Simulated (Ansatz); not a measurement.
# Ta: the cost of one run

Method: DFT PBEsol, scalar-relativistic, plane waves, PAW, in Ansatz 0.2.0.

This is Ta in the fcc structure; at room conditions it is bcc.

3 further runs of the same task are left out: 3 set aside as unsound or not needed. Runs told in other sessions of the task aren't counted.

## (1) The system as given

Symmetry: Fm-3m, No. 225, cubic system. Conventional cell: a = 4.176 Å, b = 4.176 Å, c = 4.176 Å, α = 90.00°, β = 90.00°, γ = 90.00°. Ta (site symmetry m-3m) is surrounded by 12 Ta at 2.95 Å.

Coordinates:

```cif
data_structure
_symmetry_space_group_name_H-M 'P 1'
_symmetry_Int_Tables_number 1
_cell_length_a 2.9526
_cell_length_b 2.9526
_cell_length_c 5.1140
_cell_angle_alpha 73.221
_cell_angle_beta 73.221
_cell_angle_gamma 60.000
_cell_volume 36.40
loop_
_atom_site_label
_atom_site_type_symbol
_atom_site_fract_x
_atom_site_fract_y
_atom_site_fract_z
_atom_site_occupancy
Ta1 Ta 0.50000 0.50000 0.50000 1
Ta2 Ta 0.00000 0.00000 0.00000 1
```

It is built from the cell relaxed beforehand with the same method (18.20 Å³/atom).

## (2) The undisturbed cell

Contents of input.yaml:

```yaml
crystal:
  lattice:
    - [0.0, -2.0877952336, -2.0877952336]
    - [-2.0877952336, 0.0, -2.0877952336]
    - [2.0877952336, 2.0877952336, -4.1755904672]
  atoms:
    - { symbol: Ta, position: [0.5, 0.5, 0.5] }
    - { symbol: Ta, position: [0.0, 0.0, 0.0] }
basis:
  ecutwfc: 420
kpoints:
  mp_grid: { grid: [24, 24, 24] }
hamiltonian:
  xc: pbesol
scf:
  occupations: { method: gaussian, width: 0.15 }
output:
  forces: true
  stress: true
  eigenvalues: true
```

The run is started by

```bash
> ansatz run input.yaml --threads 2 --pin off --max-ram 5120MiB --backend cpu --events-out ev --progress --plain --runs-dir out
```

**Question.** How long does this run take on 2 threads of AMD EPYC, shared host, and how much memory does it need?

About 39 s, with a peak of 0.93 GiB.
